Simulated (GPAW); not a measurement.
Ga3Se:

```
CELL_PARAMETERS angstrom
4.43246 0.00000 0.00000
0.00000 4.43246 0.00000
0.00000 0.00000 4.43246
ATOMIC_POSITIONS crystal
Se 0.00000 0.00000 0.00000
Ga 0.50000 0.50000 0.00000
Ga 0.50000 0.00000 0.50000
Ga 0.00000 0.50000 0.50000
```

The cell comes from a database or a generator and needn't be the stable form of this composition.

Base run:

* Program: GPAW 26.7.0
* Functional: PBE
* Potentials or basis: GPAW PAW data sets (gpaw-data 1.2.1)
* Cutoff: 600 eV
* Basis: pw
* k mesh: 6 × 6 × 6
* Occupations: fermi-dirac, width 0.05 eV
* Spin: no spin polarisation

Its results: pressure -0.9 GPa.

The run is repeated on the same cell with these changes: functional from PBE to r2SCAN. What comes out?

Pressure -2.1 GPa.

Caveats: the PAW data sets were made with another functional, which shifts forces and pressure a little (some runs).

Not every run made on this cell is shown here.
